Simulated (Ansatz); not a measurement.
# Si2Mo: the cost of one run

Computed with Ansatz 0.2.0 (DFT PBE, scalar-relativistic, plane waves, PAW, unless a step's input says otherwise).

1 further run of the same task is left out (set aside as unsound or not needed).

### Step 1. The system as given

It takes space group I4/mmm (No. 139, tetragonal). Conventional cell: a = 3.217 Å, b = 3.217 Å, c = 7.873 Å, α = 90.00°, β = 90.00°, γ = 90.00°. Si (site symmetry 4mm) is surrounded by 5 Si at 2.60 to 2.64 Å and 5 Mo at 2.62 to 2.64 Å. Mo (site symmetry 4/mmm) is surrounded by 10 Si at 2.62 to 2.64 Å.

As a file:

```cif
data_structure
_symmetry_space_group_name_H-M 'I4/mmm'
_symmetry_Int_Tables_number 139
_cell_length_a 3.2168
_cell_length_b 3.2168
_cell_length_c 7.8730
_cell_angle_alpha 90.000
_cell_angle_beta 90.000
_cell_angle_gamma 90.000
_cell_volume 81.47
loop_
_atom_site_label
_atom_site_type_symbol
_atom_site_symmetry_multiplicity
_atom_site_Wyckoff_symbol
_atom_site_fract_x
_atom_site_fract_y
_atom_site_fract_z
_atom_site_occupancy
Si1 Si 4 e 0.00000 0.00000 0.33510 1
Mo1 Mo 2 a 0.00000 0.00000 0.00000 1
```

It is the result of an earlier relaxation at this level (volume 13.58 Å³/atom; gap on the mesh: none (metal)).

### Step 2. Electronic structure at the relaxed geometry

input.yaml reads:

```yaml
crystal:
  lattice:
    - [-1.6084236877, 1.6084236877, 3.9365098985]
    - [1.6084236877, -1.6084236877, 3.9365098985]
    - [1.6084236877, 1.6084236877, -3.9365098985]
  atoms:
    - { symbol: Si, position: [0.335099126, 0.335099126, 0.0] }
    - { symbol: Si, position: [0.664900874, 0.664900874, 0.0] }
    - { symbol: Mo, position: [0.0, 0.0, 0.0] }
basis:
  ecutwfc: 420
kpoints:
  mp_grid: { grid: [18, 18, 18] }
  band_path:
    path:
      - [[0.0, 0.0, 0.0], [0.0, 0.0, 0.5], [0.25, 0.25, 0.25], [0.0, 0.5, 0.0], [0.0, 0.0, 0.0], [0.5, 0.5, -0.5], [0.29173671, 0.70826329, -0.29173671]]
      - [[-0.29173671, 0.29173671, 0.29173671], [0.0, 0.0, 0.0]]
      - [[0.0, 0.0, 0.5], [-0.08347342, 0.08347342, 0.5]]
      - [[0.5, 0.5, -0.08347342], [0.5, 0.5, -0.5]]
    npoints: 14
hamiltonian:
  xc: pbe
scf:
  occupations: { method: gaussian, width: 0.1 }
  n_extra_bands: 7
output:
  forces: true
  stress: true
  eigenvalues: true
  populations: true
  dos: { projected: true, de: 0.02, nscf_kmesh: { grid: [27, 27, 27] } }
  bader: true
  write_density: true
  write_potential: true
  elf: true
  volumetric_format: npy
```

Run with:

```sh
$ ansatz run input.yaml --threads 1 --pin off --max-ram 2560MiB --backend cpu --events-out ev --progress --plain --runs-dir out
```

What time and memory should one allow on 1 thread of Intel Xeon 6975P-C (Granite Rapids), shared host?

About 47 s, with a peak of 0.91 GiB.
